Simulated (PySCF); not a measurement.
**RuH₄: triplet, from a PBE0 minimum start**

Aim: relax RuH₄ as a triplet from a PBE0 minimum start, check by its vibrations whether the end is a minimum, and collect its spectrum and constants.

Program: PySCF 2.14.0. Level of theory: PBE0, basis Ru def2-TZVP with ECP28, H def2-TZVP, scalar-relativistic core potentials, no spin–orbit coupling, density fitting. These are calculated values, not measurements.

**1. Where the work starts**

5 atoms, charge 0, spin multiplicity 3.

Bond lengths: Ru1–H2 1.702 Å, Ru1–H3 1.702 Å, Ru1–H4 1.702 Å, Ru1–H5 1.702 Å. Angles: H2–Ru1–H3 158.3°, H2–Ru1–H4 30.9°, H2–Ru1–H5 158.3°, H3–Ru1–H4 158.3°, H3–Ru1–H5 30.9°, H4–Ru1–H5 158.3°.

```xyz
5
charge 0 multiplicity 3
Ru    0.0000    0.0000    0.0000
H     1.6408   -0.4529    0.0000
H    -1.6408    0.0000    0.4529
H     1.6408    0.4529    0.0000
H    -1.6408    0.0000   -0.4529
```

**2. Finding the electronic state**

The steps below are one call of a driver around PySCF. For each, scf.py gives the equivalent set-up of the SCF; relaxations use the driver's own optimiser. After this first run the driver tries any further starts and a stability analysis.

The input, scf.py:

```python
from pyscf import gto, scf, dft
mol = gto.M(atom='''
Ru    -0.000000    -0.000000    -0.000000
H      1.640790    -0.452870     0.000000
H     -1.640790    -0.000000     0.452870
H      1.640790     0.452870    -0.000000
H     -1.640790     0.000000    -0.452870''',
    basis={'Ru': 'def2-TZVP', 'H': 'def2-TZVP'},
    ecp={'Ru': 'def2-TZVP'},
    charge=0, spin=2)
mf = dft.UKS(mol, xc='PBE0')
mf.grids.atom_grid = (50, 194)
aux = {'Ru': 'def2-universal-JKFIT', 'H': 'def2-universal-JKFIT'}
mf = mf.density_fit(auxbasis=aux)
mf.conv_tol = 1e-08
mf.diis_space = 10
mf.max_cycle = 60
mf.init_guess = 'minao'
mf.verbose = 4
mf.kernel()
```

On the command line:

```
$ OMP_NUM_THREADS=2 python axn.py task.json out
```

Further steps of the session: Relaxation: PBE0 minimum start, triplet; Frequencies.

Before running it: what results should come out? Wanted: minimum; geometry; wavenumbers; dipole moment; highest occupied, lowest empty level; polar-tensor charge of Ru1; zero-point energy; atomisation energy; ⟨S²⟩.

**Answer**, as computed:

```
                                          quantity                                                                                          value
                                           minimum                                                                                   triplet, D2d
                                          geometry  H–H 0.906 Å (×2), Ru–H 1.702 Å (×4); H–H–Ru 74.6° (×4), H–Ru–H 30.9° (×2), H–Ru–H 158.3° (×4)
                                wavenumbers (cm⁻¹)                         500 (e), 872 (b1), 922 (b2), 1282 (a1), 1845 (e), 2469 (a1), 2556 (b2)
                                     dipole moment                                                                                         0.00 D
highest occupied, lowest empty level (either spin)                                                                                -5.04, -2.06 eV
                        polar-tensor charge of Ru1                                                                                        -0.25 e
                                 zero-point energy                                                                                    76.5 kJ/mol
                               entropy at 298.15 K                                                                                239.3 J/(mol K)
         atomisation energy (no zero-point energy)                                                                                    1030 kJ/mol
                                              ⟨S²⟩                                                                                          2.007
```

What this shows: The molecule stays D2d, as typed, and the end point is a minimum. The strongest infrared band lies at 922 cm⁻¹ (b2). Most of the spin sits on Ru1 (Mulliken spin 2.06, against 2 for the whole molecule). Other starts or spin states, not run here, may lie lower. Open d and f shells are described by one determinant, and the ground state may have another occupation or spin.
